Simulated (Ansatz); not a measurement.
**GaHCl2 (singlet): the correlation ladder at distance Cl1–Ga2 = 2.573 Å, cc-pVDZ**

One table from this session's results is given with a row withheld; the runs are named, their logs left out.

Method: cc-pVDZ, core rule «outside noble gas», up to 24 orbitals frozen; program: Ansatz 0.2.0, Gaussian basis.

The runs, in order: UHF; CCSD(T) on RHF; BCCD(T) on RHF; CISD; CCSDT(Q) on RHF; CASSCF and MRCISD+Q, 2 electrons in 2 orbitals; CASSCF and NEVPT2, 2 electrons in 2 orbitals.

47 further runs of the same task are left out: 12 for a known fault of the program, 3 for a mislabelled method, 29 that didn't finish, 3 set aside as unsound or not needed.

### The system

The geometry derives from a PBE0/def2-TZVP stationary point (not a proven minimum). One bond is set to the value named and the two fragments are kept rigid. No spin-orbit coupling is included. The filled d shell of Ga may be among the frozen orbitals whatever the setting's name suggests; the logs give the count.

4 atoms, charge 0, spin multiplicity 1.

Atoms are counted from 1 here; the program's logs count them from 0.

Bond lengths: Cl1–Ga2 2.573 Å, Ga2–Cl3 2.129 Å, Ga2–H4 1.545 Å. Angles: Cl1–Ga2–Cl3 115.3°, Cl1–Ga2–H4 122.3°, Cl3–Ga2–H4 122.3°.

The first run:

Input file in.yaml:

```yaml
crystal:
  periodic: [false, false, false]
  atoms:
    - {symbol: Cl, position_ang: [0.000000, -0.757809, 2.079969]}
    - {symbol: Ga, position_ang: [0.000000, 0.618527, -0.093974]}
    - {symbol: Cl, position_ang: [0.000000, -0.520121, -1.892486]}
    - {symbol: H, position_ang: [0.000000, 2.163693, -0.093974]}
basis:
  gaussian: {orbitals: cc-pVDZ}
magnetization: {spin_polarized: true, initial_magnetization: 0}
hamiltonian: {xc: hf}
output: {orbitals: {seedname: orbitals}}
```

On the command line:

```
$ ansatz run in.yaml --threads 1 --pin off --events-out ev --progress --plain --max-ram 2393MiB
```

Steps of the session up to this table: UHF; CCSD(T) on RHF; BCCD(T) on RHF; CISD; CCSDT(Q) on RHF; CASSCF and MRCISD+Q, 2 electrons in 2 orbitals; CASSCF and NEVPT2, 2 electrons in 2 orbitals.

One table of the session follows, with a row left open; its other results are not shown here.

| method | from RCCSDT(Q) (meV) |
| --- | --- |
| RHF | +10064.8 |
| RMP2 | ? |
| RCCSD | +268.1 |
| RCCSD(T) | +47.8 |
| BCCD(T) | +47.1 |
| RCCSDT | +23.3 |
| RCCSDT(Q) | 0 |

Estimate the missing values for RMP2.

As computed: from RCCSDT(Q) (meV): +1155.9. In the column «from RCCSDT(Q) (meV)» it lies between RCCSD (+268.1) and RHF (+10064.8).

Not comparable, so not listed: CISD (they don't share determinant, frozen orbitals or solution with the rows shown, or repeat one).

Left out of the table: CASSCF pair, NEVPT2 pair, MRCISD pair, MRCISD+Q pair (the active space lost an orbital or holds another state than full CI finds).

Limits of these values: Warnings in the runs' records: passed over end.
